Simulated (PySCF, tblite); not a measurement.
**C₅H₉F₃SeSi: geometry, infrared bands and NMR shifts**

Wanted: the infrared bands and NMR shifts of C₅H₉F₃SeSi (`FC(F)(F)[C@@H]1C[SiH2]C[C@@H]1[SeH]`), by calculation.

The runs use tblite 0.8.0 and PySCF 2.14.0, with density-fitted response routines of our own; the level of theory stands in each step. All values are computed, except where a source is named. Atoms count from 0, in the outputs and in this text.

**1. The starting structure**

19 atoms, charge 0, multiplicity 1; geometry from: force field or distance geometry start.

Bonds of the start (Å): F0–C1 1.38, C1–F2 1.40, C1–F3 1.38, C1–C4 1.55, C4–C5 1.54, C5–Si6 1.86, Si6–C7 1.86, C7–C8 1.54, C8–Se9 1.96, C8–C4 1.56, C4–H10 1.11, C5–H11 1.11, C5–H12 1.11, Si6–H13 1.47, Si6–H14 1.48, C7–H15 1.10, C7–H16 1.11, C8–H17 1.11, Se9–H18 1.54.

**2. Optimising the geometry with GFN2-xTB**

What the job is given:

```
{"job": {"kind": "relax", "xc": "GFN2-xTB", "basis": "xTB"}, "charge": 0, "multiplicity": 1}
F     -1.032800    -1.628400    -1.958200
C     -1.396400    -1.641800    -0.628600
F     -0.989300    -2.857100    -0.065400
F     -2.769600    -1.543600    -0.535800
C     -0.747800    -0.481000     0.163300
C     -1.037900     0.886700    -0.483400
Si     0.216900     2.026300     0.279700
C      1.278600     0.695600     1.032900
C      0.786300    -0.619000     0.395300
Se     1.788800    -0.968500    -1.250100
H     -1.224600    -0.477800     1.163100
H     -0.867600     0.863700    -1.576300
H     -2.071300     1.230500    -0.250100
H      0.946600     2.773200    -0.753700
H     -0.385600     2.873900     1.331300
H      2.347500     0.878700     0.851700
H      1.091400     0.673100     2.127400
H      0.975800    -1.463700     1.092700
H      3.081200    -1.211400    -0.448800
```

Run with:

```
OMP_NUM_THREADS=1 python probes_run.py task.json out
```

This one command runs all jobs of the session in turn.

**Question.** This job is followed by: GFN2-xTB harmonic vibrations, gas phase; GIAO PBE0/pcSseg-1 NMR shielding, non-relativistic, gas phase. What will the session give for the following? strongest single infrared mode (GFN2-xTB); zero-point energy (GFN2-xTB); ¹³C shifts against TMS (PBE0/pcSseg-1); ¹H shifts against TMS (PBE0/pcSseg-1); ¹⁹F shifts against CFCl3 (PBE0/pcSseg-1, means over atoms taken as alike); ²⁹Si shifts against TMS (PBE0/pcSseg-1); ⁷⁷Se shifts against Me2Se (PBE0/pcSseg-1).

As calculated:

| quantity | value |
| --- | --- |
| strongest single infrared mode (GFN2-xTB) | 2032 cm⁻¹, 374 km/mol |
| zero-point energy (GFN2-xTB) | 79.5 kcal/mol |
| ¹³C shifts against TMS (PBE0/pcSseg-1) | 136.8, 52.3, 48.1, 25.7, 7.1 ppm |
| ¹H shifts against TMS (PBE0/pcSseg-1) | 4.75, 4.41, 4.29, 2.40, 1.65, 1.50, 1.41, 1.13, 1.13 ppm |
| ¹⁹F shifts against CFCl3 (PBE0/pcSseg-1, means over atoms taken as alike) | -87.1 ppm |
| ²⁹Si shifts against TMS (PBE0/pcSseg-1) | -32.8 ppm |
| ⁷⁷Se shifts against Me2Se (PBE0/pcSseg-1) | 55 ppm |

In words: Relaxing lowered the energy by 0.471 eV in 80 steps; the close pair that moved most is Se9–H18, from 1.540 to 1.451 Å. No mode is imaginary among the 51: a minimum at this level. The strongest single mode, at 2032 cm⁻¹, moves mainly H18. Unscaled tight-binding wavenumbers are off by several per cent, some by more. Its intensities can rank the bands wrongly. At PBE0/pcSseg-1: Shielding is most anisotropic at Se9 (span 1090 ppm, paramagnetic term -1296 ppm). Spin-orbit coupling is left out, which matters for shieldings and couplings at and beside the heavy atoms.
